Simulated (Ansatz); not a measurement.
# CH₇BSiZn: one species, many methods

How much do the methods differ for CH₇BSiZn? The plan is to run it at one geometry with functionals of several rungs and with coupled cluster, and see how far each lands from CCSD(T) at the basis-set limit for the atomisation energy.

The runs use Ansatz 0.2.0, Gaussian basis; functionals in def2-TZVPP, the program's frozen cores in correlated methods.

Levels to be run: PBE-D4, r2SCAN-D4, PBE0-D4, B3LYP-D4, ωB97X-V, ωB97M-V, B2PLYP; CCSD(T)/def2-TZVPP; MP2/def2-QZVPP; extrapolation to the limit.

## 1. The relaxed structure

All runs share one geometry, relaxed beforehand with PBE0-D4 in a triple-zeta def2 set.

SMILES `C[SiH2][BH][ZnH]`, 11 atoms, charge 0, spin multiplicity 1.

Atoms are counted from 1 here; the program's logs count them from 0.

Bond lengths: C1–Si2 1.878 Å, C1–H5 1.093 Å, C1–H6 1.092 Å, C1–H7 1.093 Å, Si2–B3 2.001 Å, Si2–H8 1.502 Å, Si2–H9 1.494 Å, B3–Zn4 2.075 Å, B3–H10 1.202 Å, Zn4–H11 1.558 Å. Angles: Si2–C1–H5 110.8°, Si2–C1–H6 111.3°, Si2–C1–H7 110.8°, H5–C1–H6 107.8°, H5–C1–H7 107.9°, H6–C1–H7 108.1°, C1–Si2–B3 116.1°, C1–Si2–H8 109.1°, C1–Si2–H9 109.1°, B3–Si2–H8 101.5°, B3–Si2–H9 113.7°, H8–Si2–H9 106.6°, Si2–B3–Zn4 125.1°, Si2–B3–H10 115.6°, Zn4–B3–H10 119.1°, B3–Zn4–H11 179.2°.

## 2. PBE-D4 (GGA)

The input, in.yaml:

```yaml
crystal:
  periodic: [false, false, false]
  atoms:
    - {symbol: C, position_ang: [-1.145963, 1.222260, 0.137280]}
    - {symbol: Si, position_ang: [0.213154, 0.285657, 1.034113]}
    - {symbol: B, position_ang: [1.319386, -0.947648, -0.088168]}
    - {symbol: Zn, position_ang: [0.723775, -1.775155, -1.895513]}
    - {symbol: H, position_ang: [-0.722939, 1.916229, -0.593442]}
    - {symbol: H, position_ang: [-1.754441, 1.801492, 0.835144]}
    - {symbol: H, position_ang: [-1.805021, 0.532732, -0.396208]}
    - {symbol: H, position_ang: [-0.411827, -0.673814, 2.006793]}
    - {symbol: H, position_ang: [1.020359, 1.248189, 1.842306]}
    - {symbol: H, position_ang: [2.368555, -1.284437, 0.391585]}
    - {symbol: H, position_ang: [0.260161, -2.382604, -3.253292]}
basis:
  gaussian: {orbitals: def2-TZVPP}
hamiltonian: {xc: pbe, dispersion: d4}
output: {forces: true, orbitals: {seedname: orbitals}}
```

Launch:

```bash
$ ansatz run in.yaml --threads 4 --pin off --events-out ev --progress --plain --max-ram 10444MiB
```

Further steps of the session: r2SCAN-D4 (meta-GGA); PBE0-D4 (hybrid); B3LYP-D4 (hybrid); ωB97X-V (range-separated); ωB97M-V (range-separated); B2PLYP (double hybrid); CCSD(T) in def2-TZVPP; MP2 in def2-QZVPP.

Q: Predict the results of all the runs planned. Wanted: atomisation energy, CCSD(T)/CBS; farthest; mean size of error, hybrid; mean size of error, range-separated; gap, smallest and largest; T1 diagnostic; triples share of the correlation energy.

As calculated:

| quantity | value |
| --- | --- |
| atomisation energy, CCSD(T)/CBS | 33.795 eV |
| functionals within 0.169 eV (0.5 %) | PBE0-D4, B3LYP-D4 |
| farthest | ωB97X-V (+0.432 eV) |
| mean size of error, hybrid | 0.106 eV |
| mean size of error, range-separated | 0.337 eV |
| gap, smallest and largest | 2.12 eV (PBE-D4), 8.47 eV (ωB97X-V) |
| T1 diagnostic | 0.0140 |
| triples share of the correlation energy | 3.3 % |

PBE-D4 is off by +0.229 eV. Double hybrids carry the basis error of their MP2 part in triple zeta, and no dispersion term here, so their miss is partly the set-up's. The reference freezes the cores and leaves out relativity and excitations past (T), so misses under about 0.169 eV can't be ranked. Hartree-Fock recovers 77 % of the binding; the rest is correlation. The gap grows from 2.1 to 8.5 eV across the functionals, mostly with the share of exact exchange. For Zn the d shell is correlated and the shells below it are frozen.
